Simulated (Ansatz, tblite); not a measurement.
# [WOF4]-: one state, many levels

Aim: run the doublet of [WOF4]- at one geometry on many levels, and compare frontier levels, spin and run time.

Method: as each input shows; program: Ansatz 0.2.0, Gaussian basis.

The runs, in order: GFN1-xTB, GFN2-xTB, PBE-D4/def2-TZVPD, r2SCAN-D4/def2-TZVPD, ωB97X-V/def2-TZVPD, B97M-V/def2-TZVPD, ωB97M-V/def2-TZVPD, PBE-D4/def2-SVPD, PBE0-D4/def2-SVPD, CCSD(T)/def2-SVPD, MP2/def2-TZVPD, RPA/def2-TZVPD.

2 further runs of the same task are left out: 2 set aside as unsound or not needed. Runs told in other sessions of the task aren't counted.

### Step 1. The geometry

The doublet was relaxed beforehand with r2SCAN-D4/def2-SVPD.

6 atoms, charge -1, spin multiplicity 2.

Bond lengths: W1–O2 1.710 Å, W1–F3 1.945 Å, W1–F4 1.945 Å, W1–F5 1.945 Å, W1–F6 1.945 Å. Angles: O2–W1–F3 108.5°, O2–W1–F4 108.4°, O2–W1–F5 108.5°, O2–W1–F6 108.4°, F3–W1–F4 84.3°, F3–W1–F5 143.1°, F3–W1–F6 84.3°, F4–W1–F5 84.3°, F4–W1–F6 143.2°, F5–W1–F6 84.3°.

Coordinates:

```
atom    x (Å)    y (Å)    z (Å)
  W1   0.0003  -0.0005   0.1249
  O2   0.0039  -0.0070   1.8352
  F3   1.8433   0.0137  -0.4952
  F4  -0.0129   1.8471  -0.4817
  F5  -1.8453  -0.0099  -0.4873
  F6   0.0107  -1.8434  -0.4959
```

Formally the metal is d1. W takes a core potential in the def2 sets. No spin-orbit coupling is included. The ion is computed in the gas phase, without counter-ions or solvent.

PBE0-D4/def2-TZVPD was run before; its log isn't repeated, and its numbers join the tables.

### Step 2. GFN1-xTB

Tight binding, by tblite at 300 K electronic temperature and without a spin-polarisation term:

```python
tblite.interface.Calculator('GFN1-xTB', numbers, positions, charge=-1, uhf=1).singlepoint()
```

Energy -763.9607 eV; 0.006 s.

### Step 3. GFN2-xTB

Tight binding, by tblite at 300 K electronic temperature and without a spin-polarisation term:

```python
tblite.interface.Calculator('GFN2-xTB', numbers, positions, charge=-1, uhf=1).singlepoint()
```

Energy -706.7717 eV; 0.007 s.

### Step 4. PBE-D4/def2-TZVPD

start.molden holds the orbitals of an earlier run on this state, given as this run's starting guess.

Contents of in.yaml:

```yaml
crystal:
  periodic: [false, false, false]
  atoms:
    - {symbol: W, position_ang: [0.000295, -0.000500, 0.124861]}
    - {symbol: O, position_ang: [0.003941, -0.007039, 1.835242]}
    - {symbol: F, position_ang: [1.843264, 0.013731, -0.495155]}
    - {symbol: F, position_ang: [-0.012901, 1.847083, -0.481726]}
    - {symbol: F, position_ang: [-1.845331, -0.009921, -0.487293]}
    - {symbol: F, position_ang: [0.010742, -1.843364, -0.495940]}
basis:
  gaussian: {orbitals: def2-TZVPD, initial_orbitals: start.molden}
total_charge: -1
magnetization: {spin_polarized: true, initial_magnetization: 1}
hamiltonian: {xc: pbe, dispersion: d4}
scf: {omitted_lower_state_checks: [starts]}
output: {orbitals: {seedname: orbitals}}
```

Started as:

```sh
ansatz run in.yaml --threads 4 --pin off --events-out ev --progress --plain --max-ram 4787MiB
```

What it wrote:

```text
Functional definition: PBE
  name "PBE"
  cite "Perdew, Burke & Ernzerhof, Phys. Rev. Lett. 77, 3865 (1996) doi:10.1103/PhysRevLett.77.3865"
  parent pbe
  parameter kappa = 0.804
  parameter beta = 0.06672455060314922
  exchange = pbe_x(kappa = kappa, mu = beta*pi^2/3)
  correlation = pbe_c(beta = beta)
these checks for a lower state are left out or cut short: starts
1318 factors; their error is unknown
mean field evaluation 1: about -14744.9513 eV, gradient 9.1e0 eV
mean field evaluation 2: about -14745.1911 eV, gradient 2.7e-1 eV
mean field evaluation 4: about -14745.1831 eV, gradient 7.7e-2 eV
mean field evaluation 8: about -14745.1831 eV, gradient 2.1e-5 eV
mean field -14745.18308157 eV, -541.8754836035 hartree, gradient 2.1e-5 eV, S^2 0.753201; 0 other end points of the search recorded, 0 dependent functions left out
reference -14745.18313895 eV, -541.8754857125 hartree; 30, 29 occupied and 213, 214 virtual orbitals, 1318 factors
Total energy: -14745.32718137 eV, -541.8807791736 hartree
Checks for a lower state left out: starts
```

Wall time 6 s (4 threads of Arm Neoverse V1, shared host).

Report: HOMO 1.06 eV, LUMO 2.50 eV (over both spins); ⟨S²⟩ 0.753 (pure: 0.75). Doubts: highest occupied level lies above zero.

### Step 5. r2SCAN-D4/def2-TZVPD

Edit in.yaml of step 4 so:

```diff
@@ -13,3 +13,3 @@
 magnetization: {spin_polarized: true, initial_magnetization: 1}
-hamiltonian: {xc: pbe, dispersion: d4}
+hamiltonian: {xc: r2scan, dispersion: d4}
 scf: {omitted_lower_state_checks: [starts]}
```

Same command.

What it wrote:

```text
Functional definition: r2SCAN
  name "r2SCAN"
  cite "Furness, Kaplan, Ning, Perdew & Sun, J. Phys. Chem. Lett. 11, 8208 (2020) doi:10.1021/acs.jpclett.0c02405"
  cite "Furness, Kaplan, Ning, Perdew & Sun, J. Phys. Chem. Lett. 11, 9248 (2020) doi:10.1021/acs.jpclett.0c03077"
  parent r2scan
  parameter k0 = 0.174
  parameter k1 = 0.065
  parameter a1 = 4.9479
  exchange = r2scan_x(k0 = k0, k1 = k1, a1 = a1)
  correlation = r2scan_c
these checks for a lower state are left out or cut short: starts
1318 factors; their error is unknown
mean field evaluation 1: about -14751.8594 eV, gradient 4.5e0 eV
mean field evaluation 2: about -14751.9234 eV, gradient 6.1e-2 eV
mean field evaluation 4: about -14751.9232 eV, gradient 9.1e-5 eV
mean field -14751.92316847 eV, -542.1231772285 hartree, gradient 1.9e-5 eV, S^2 0.755224; 0 other end points of the search recorded, 0 dependent functions left out
reference -14751.92319952 eV, -542.1231783698 hartree; 30, 29 occupied and 213, 214 virtual orbitals, 1318 factors
Total energy: -14751.95659500 eV, -542.1244056311 hartree
Checks for a lower state left out: starts
```

Run time: 12 s. Hardware: 4 threads of Arm Neoverse V1, shared host.

Report: HOMO 0.61 eV, LUMO 2.82 eV (over both spins); ⟨S²⟩ 0.755 (pure: 0.75). Doubts: highest occupied level lies above zero.

### Step 6. ωB97X-V/def2-TZVPD

Edit in.yaml of step 5 so:

```diff
@@ -13,3 +13,3 @@
 magnetization: {spin_polarized: true, initial_magnetization: 1}
-hamiltonian: {xc: r2scan, dispersion: d4}
+hamiltonian: {xc: {name: wB97X-V}}
 scf: {omitted_lower_state_checks: [starts]}
```

Launched as before.

What it wrote, shortened:

```text
Functional definition: wB97X-V
  name "wB97X-V"
  cite "Mardirossian & Head-Gordon, Phys. Chem. Chem. Phys. 16, 9904 (2014) doi:10.1039/C3CP54374A"
  cite "Becke, J. Chem. Phys. 107, 8554 (1997) doi:10.1063/1.475007"
  cite "Vydrov & Van Voorhis, J. Chem. Phys. 133, 244103 (2010) doi:10.1063/1.3521275"
[...]
      + integral(e_c_pw_opposite_spin*poly(b97_u_opposite, cos0, cos1)) + vv10(b, c)
[...]
1358 factors; their error is unknown
340 factors; integrals over basis functions are off by at most 2.0e-5 eV
[...]
mean field -14750.51569679 eV, -542.0714535985 hartree, gradient 4.7e-6 eV, S^2 0.752649; 0 other end points of the search recorded, 0 dependent functions left out
reference -14750.51569388 eV, -542.0714534915 hartree; 30, 29 occupied and 213, 214 virtual orbitals, 1358 factors
Total energy: -14750.51569388 eV, -542.0714534915 hartree
Checks for a lower state left out: starts
```

Wall time 20 s (4 threads of Arm Neoverse V1, shared host); peak memory 1.2 GiB.

Report: HOMO -3.36 eV, LUMO 4.95 eV (over both spins); ⟨S²⟩ 0.753 (pure: 0.75).

### Step 7. B97M-V/def2-TZVPD

Edit in.yaml of step 6 so:

```diff
@@ -13,3 +13,3 @@
 magnetization: {spin_polarized: true, initial_magnetization: 1}
-hamiltonian: {xc: {name: wB97X-V}}
+hamiltonian: {xc: {name: B97M-V}}
 scf: {omitted_lower_state_checks: [starts]}
```

Same command.

What it wrote, shortened:

```text
Functional definition: B97M-V
  name "B97M-V"
  cite "Mardirossian & Head-Gordon, J. Chem. Phys. 142, 074111 (2015) doi:10.1063/1.4907719"
  cite "Becke, J. Chem. Phys. 107, 8554 (1997) doi:10.1063/1.475007"
  cite "Vydrov & Van Voorhis, J. Chem. Phys. 133, 244103 (2010) doi:10.1063/1.3521275"
  # Of w^i u^j: cxij and so on, Table III.
[...]
  gx(w, u) = cx00 + cx01*u + cx02*u^2 + (cx10 + cx11*u)*w
  gss(w, u) = css00 + css02*u^2 + css10*w + (css32*w^3 + css42*w^4)*u^2
  gos(w, u) = cos00 + cos01*u + cos03*u^3 + cos10*w + cos32*w^3*u^2
[...]
      + integral(e_c_pw_mod_opposite_spin*gos(b97_w_opposite, b97_u_opposite)) + vv10(b, c)
[...]
1318 factors; their error is unknown
[...]
mean field -14751.45562768 eV, -542.1059954214 hartree, gradient 2.3e-5 eV, S^2 0.755655; 0 other end points of the search recorded, 0 dependent functions left out
reference -14751.45571817 eV, -542.1059987468 hartree; 30, 29 occupied and 213, 214 virtual orbitals, 1318 factors
Total energy: -14751.45571817 eV, -542.1059987468 hartree
Checks for a lower state left out: starts
```

It took 19 s on 4 threads of Arm Neoverse V1, shared host; peak memory 0.63 GiB.

Report: HOMO 0.52 eV, LUMO 2.68 eV (over both spins); ⟨S²⟩ 0.756 (pure: 0.75). Doubts: highest occupied level lies above zero.

### Step 8. ωB97M-V/def2-TZVPD

Edit in.yaml of step 7 so:

```diff
@@ -13,3 +13,3 @@
 magnetization: {spin_polarized: true, initial_magnetization: 1}
-hamiltonian: {xc: {name: B97M-V}}
+hamiltonian: {xc: {name: wB97M-V}}
 scf: {omitted_lower_state_checks: [starts]}
```

The command is unchanged.

What it wrote, shortened:

```text
Functional definition: wB97M-V
  name "wB97M-V"
  cite "Mardirossian & Head-Gordon, J. Chem. Phys. 144, 214110 (2016) doi:10.1063/1.4952647"
  cite "Becke, J. Chem. Phys. 107, 8554 (1997) doi:10.1063/1.475007"
  cite "Vydrov & Van Voorhis, J. Chem. Phys. 133, 244103 (2010) doi:10.1063/1.3521275"
  # Of w^i u^j: cxij and so on, Table III.
[...]
  gx(w, u) = 1 - cx + cx01*u + cx10*w
  gss(w, u) = css00 + css04*u^4 + css10*w + css20*w^2 + css43*w^4*u^3
  gos(w, u) = cos00 + cos10*w + (cos20 + cos21*u)*w^2 + (cos60 + cos61*u)*w^6
[...]
      + integral(e_c_pw_mod_opposite_spin*gos(b97_w_opposite, b97_u_opposite)) + vv10(b, c)
[...]
1358 factors; their error is unknown
340 factors; integrals over basis functions are off by at most 2.0e-5 eV
[...]
mean field -14750.42440816 eV, -542.0680988031 hartree, gradient 8.0e-6 eV, S^2 0.753570; 0 other end points of the search recorded, 0 dependent functions left out
reference -14750.42447777 eV, -542.0681013612 hartree; 30, 29 occupied and 213, 214 virtual orbitals, 1358 factors
Total energy: -14750.42447777 eV, -542.0681013612 hartree
Checks for a lower state left out: starts
```

Wall time 23 s (4 threads of Arm Neoverse V1, shared host); peak memory 1.3 GiB.

HOMO -3.33 eV, LUMO 4.34 eV (over both spins); ⟨S²⟩ 0.754 (pure: 0.75).

### Step 9. PBE-D4/def2-SVPD

Edit in.yaml of step 8 so:

```diff
@@ -10,6 +10,6 @@
 basis:
-  gaussian: {orbitals: def2-TZVPD, initial_orbitals: start.molden}
+  gaussian: {orbitals: def2-SVPD, initial_orbitals: start.molden}
 total_charge: -1
 magnetization: {spin_polarized: true, initial_magnetization: 1}
-hamiltonian: {xc: {name: wB97M-V}}
+hamiltonian: {xc: pbe, dispersion: d4}
 scf: {omitted_lower_state_checks: [starts]}
```

Same command.

What it wrote:

```text
Functional definition: PBE
  name "PBE"
  cite "Perdew, Burke & Ernzerhof, Phys. Rev. Lett. 77, 3865 (1996) doi:10.1103/PhysRevLett.77.3865"
  parent pbe
  parameter kappa = 0.804
  parameter beta = 0.06672455060314922
  exchange = pbe_x(kappa = kappa, mu = beta*pi^2/3)
  correlation = pbe_c(beta = beta)
these checks for a lower state are left out or cut short: starts
1241 factors; their error is unknown
mean field evaluation 1: about -14729.4887 eV, gradient 1.3e1 eV
mean field evaluation 2: about -14730.0251 eV, gradient 3.7e-1 eV
mean field evaluation 4: about -14729.9662 eV, gradient 1.3e-1 eV
mean field evaluation 8: about -14729.9662 eV, gradient 1.8e-5 eV
mean field -14729.96624760 eV, -541.3162752697 hartree, gradient 1.8e-5 eV, S^2 0.753137; 0 other end points of the search recorded, 0 dependent functions left out
reference -14729.96629482 eV, -541.3162770049 hartree; 30, 29 occupied and 120, 121 virtual orbitals, 1241 factors
Total energy: -14730.11033724 eV, -541.3215704660 hartree
Checks for a lower state left out: starts
```

It took 3.3 s on 4 threads of Arm Neoverse V1, shared host.

From the report: HOMO 0.89 eV, LUMO 2.32 eV (over both spins); ⟨S²⟩ 0.753 (pure: 0.75). Doubts: highest occupied level lies above zero.

### Step 10. PBE0-D4/def2-SVPD

Edit in.yaml of step 9 so:

```diff
@@ -13,3 +13,3 @@
 magnetization: {spin_polarized: true, initial_magnetization: 1}
-hamiltonian: {xc: pbe, dispersion: d4}
+hamiltonian: {xc: pbe0, dispersion: d4}
 scf: {omitted_lower_state_checks: [starts]}
```

Launched as before.

What it wrote:

```text
Functional definition: PBE0
  name "PBE0"
  cite "Adamo & Barone, J. Chem. Phys. 110, 6158 (1999) doi:10.1063/1.478522"
  cite "Perdew, Burke & Ernzerhof, Phys. Rev. Lett. 77, 3865 (1996) doi:10.1103/PhysRevLett.77.3865"
  parent pbe
  parameter a = 0.25
  parameter kappa = 0.804
  parameter beta = 0.06672455060314922
  exchange = (1 - a)*pbe_x(kappa = kappa, mu = beta*pi^2/3) + a*exact_x
  correlation = pbe_c(beta = beta)
these checks for a lower state are left out or cut short: starts
1281 factors; their error is unknown
mean field evaluation 1: about -14727.1759 eV, gradient 1.2e1 eV
mean field evaluation 2: about -14727.5294 eV, gradient 2.5e-1 eV
mean field evaluation 4: about -14727.6693 eV, gradient 1.0e-1 eV
mean field evaluation 8: about -14727.6693 eV, gradient 1.2e-5 eV
mean field -14727.66934139 eV, -541.2318655232 hartree, gradient 1.2e-5 eV, S^2 0.754384; 0 other end points of the search recorded, 0 dependent functions left out
reference -14727.66937740 eV, -541.2318668467 hartree; 30, 29 occupied and 120, 121 virtual orbitals, 1281 factors
Total energy: -14727.79076184 eV, -541.2363276427 hartree
Checks for a lower state left out: starts
```

Wall time 4.4 s (4 threads of Arm Neoverse V1, shared host).

Report: HOMO -1.03 eV, LUMO 3.27 eV (over both spins); ⟨S²⟩ 0.754 (pure: 0.75).

### Step 11. CCSD(T)/def2-SVPD

Edit in.yaml of step 10 so:

```diff
@@ -13,4 +13,4 @@
 magnetization: {spin_polarized: true, initial_magnetization: 1}
-hamiltonian: {xc: pbe0, dispersion: d4}
-scf: {omitted_lower_state_checks: [starts]}
+correlation: {method: ccsd_t}
+scf: {omitted_lower_state_checks: [starts, cluster_reference]}
 output: {orbitals: {seedname: orbitals}}
```

Launched as before.

What it wrote, shortened:

```text
Functional definition: HF
  name "HF"
  cite "Fock, Z. Phys. 61, 126 (1930) doi:10.1007/BF01340294"
  parent pbe
[...]
1425 factors; integrals over basis functions are off by at most 5.2e-4 eV
[...]
mean field -14665.79157418 eV, -538.9578995204 hartree, gradient 2.9e-6 eV, S^2 0.765286; 0 other end points of the search recorded, 0 dependent functions left out
5 core orbitals not correlated: weight in the atoms' cores, before any rotation towards them, 1.000 or more for the frozen orbitals, at most 0.000 for the correlated occupied ones
reference -14665.79157418 eV, -538.9578995204 hartree; 25, 24 occupied and 120, 121 virtual orbitals, 1425 factors
second order -36.77480134 eV of doubles, -0.00000000 eV of singles
cycle   1  -34.22907915 eV  change     2.5e0 eV  update   2.5e-1
[...]
cycle  12  -35.89716845 eV  change    4.4e-6 eV  update   1.5e-5
perturbative correction -1.29916318 eV, -0.0477433664 hartree
Total energy: -14702.98790581 eV, -540.3248394955 hartree
Checks for a lower state left out: starts, cluster_reference
```

Run time: 5.4 min. Hardware: 4 threads of Arm Neoverse V1, shared host; peak memory 4.2 GiB.

Hartree-Fock HOMO -6.12 eV, LUMO 5.68 eV (over both spins); ⟨S²⟩ 0.765 (pure: 0.75); T1 0.021.

### Step 12. MP2/def2-TZVPD

Edit in.yaml of step 11 so:

```diff
@@ -10,7 +10,7 @@
 basis:
-  gaussian: {orbitals: def2-SVPD, initial_orbitals: start.molden}
+  gaussian: {orbitals: def2-TZVPD, initial_orbitals: start.molden}
 total_charge: -1
 magnetization: {spin_polarized: true, initial_magnetization: 1}
-correlation: {method: ccsd_t}
-scf: {omitted_lower_state_checks: [starts, cluster_reference]}
+correlation: {method: mp2}
+scf: {omitted_lower_state_checks: [starts]}
 output: {orbitals: {seedname: orbitals}}
```

Launched as before.

What it wrote:

```text
Functional definition: HF
  name "HF"
  cite "Fock, Z. Phys. 61, 126 (1930) doi:10.1007/BF01340294"
  parent pbe
  exchange = exact_x
  correlation = 0
these checks for a lower state are left out or cut short: starts
1657 factors; integrals over basis functions are off by at most 1.0e-3 eV
mean field evaluation 1: about -14680.0318 eV, gradient 2.5e1 eV
mean field evaluation 2: about -14681.6877 eV, gradient 2.1e0 eV
mean field evaluation 4: about -14681.7376 eV, gradient 1.7e-1 eV
mean field evaluation 8: about -14681.7377 eV, gradient 6.1e-6 eV
mean field -14681.73773869 eV, -539.5439102574 hartree, gradient 6.1e-6 eV, S^2 0.764799; 0 other end points of the search recorded, 0 dependent functions left out
5 core orbitals not correlated: weight in the atoms' cores, before any rotation towards them, 1.000 or more for the frozen orbitals, at most 0.000 for the correlated occupied ones
reference -14681.73773869 eV, -539.5439102574 hartree; 25, 24 occupied and 213, 214 virtual orbitals, 1657 factors
second order -45.43753482 eV of doubles, -0.00000000 eV of singles
Total energy: -14727.17527350 eV, -541.2137088633 hartree
Checks for a lower state left out: starts
```

Run time: 9.5 s. Hardware: 4 threads of Arm Neoverse V1, shared host; peak memory 0.76 GiB.

Hartree-Fock HOMO -5.88 eV, LUMO 4.89 eV (over both spins); ⟨S²⟩ 0.765 (pure: 0.75).

### Step 13. RPA/def2-TZVPD

Edit in.yaml of step 12 so:

```diff
@@ -13,4 +13,4 @@
 magnetization: {spin_polarized: true, initial_magnetization: 1}
-correlation: {method: mp2}
+hamiltonian: {xc: pbe}
+correlation: {method: rpa}
 scf: {omitted_lower_state_checks: [starts]}
-output: {orbitals: {seedname: orbitals}}
```

Same command.

What it wrote, shortened:

```text
Functional definition: PBE
  name "PBE"
  cite "Perdew, Burke & Ernzerhof, Phys. Rev. Lett. 77, 3865 (1996) doi:10.1103/PhysRevLett.77.3865"
  parent pbe
[...]
1657 factors; integrals over basis functions are off by at most 1.0e-3 eV
[...]
mean field -14745.18307058 eV, -541.8754831997 hartree, gradient 1.4e-6 eV, S^2 0.753201; 0 other end points of the search recorded, 0 dependent functions left out
5 core orbitals not correlated: weight in the atoms' cores, before any rotation towards them, 1.000 or more for the frozen orbitals, at most 0.000 for the correlated occupied ones
reference -14678.43066868 eV, -539.4223776762 hartree; 25, 24 occupied and 213, 214 virtual orbitals, 1657 factors
Total energy: -14744.19914838 eV, -541.8393247257 hartree
Checks for a lower state left out: starts
```

Wall time 25 s (4 threads of Arm Neoverse V1, shared host); peak memory 0.83 GiB.

⟨S²⟩ 0.753 (pure: 0.75).

### Step 14. Comparison

```
               level  functions  HOMO (eV)  LUMO (eV)  gap (eV)   ⟨S²⟩   time
    PBE-D4/def2-SVPD        150       0.89       2.32      1.43  0.753  3.3 s
   PBE-D4/def2-TZVPD        243       1.06       2.50      1.44  0.753    6 s
r2SCAN-D4/def2-TZVPD        243       0.61       2.82      2.21  0.755   12 s
   B97M-V/def2-TZVPD        243       0.52       2.68      2.16  0.756   19 s
   PBE0-D4/def2-SVPD        150      -1.03       3.27      4.30  0.754  4.4 s
  PBE0-D4/def2-TZVPD        243      -0.83       3.48      4.31  0.754   17 s
  ωB97X-V/def2-TZVPD        243      -3.36       4.95      8.31  0.753   20 s
  ωB97M-V/def2-TZVPD        243      -3.33       4.34      7.67  0.754   23 s
```

The pieces so far (eV):

```
     basis           HF  MP2 correlation  CCSD correlation      (T)              total
 def2-SVPD  -14665.7916         -36.7748          -35.8972  -1.2992        -14702.9879
def2-TZVPD  -14681.7377         -45.4375                             -14727.1753 (MP2)
```

The correlation energy is far from converged in these sets, so it jumps between bases; where outer-core shells are correlated, the sets cover them unevenly.

### Step 15. Summary of results

| quantity | value |
| --- | --- |
| gap in def2-TZVPD, named functionals, smallest and largest | 1.44 eV (PBE-D4), 8.31 eV (ωB97X-V) |
| correlation energy, CCSD(T)/def2-SVPD | -37.20 eV |
| correlation energy, MP2/def2-TZVPD | -45.44 eV |
| ⟨S²⟩ in def2-TZVPD, named functionals, smallest and largest | 0.753, 0.756 |
| PBE0 total energy, smallest basis above largest | 15.33 eV (def2-SVPD, def2-TZVPD) |

In words: Orbital gaps of the named functionals in def2-TZVPD span 1.44 eV (PBE-D4) to 8.31 eV (ωB97X-V); exact exchange widens it. Over the named functionals in def2-TZVPD spin contamination reaches 0.01 (B97M-V), which is small. PBE-D4, r2SCAN-D4, B97M-V put the HOMO above zero; others here keep it below zero, so the sign hangs on the functional's self-interaction and doesn't show that the species is unbound.

The slowest run with a step of its own, CCSD(T)/def2-SVPD, took 5.4 min; the quickest functional in def2-TZVPD took 6 s (shared host).
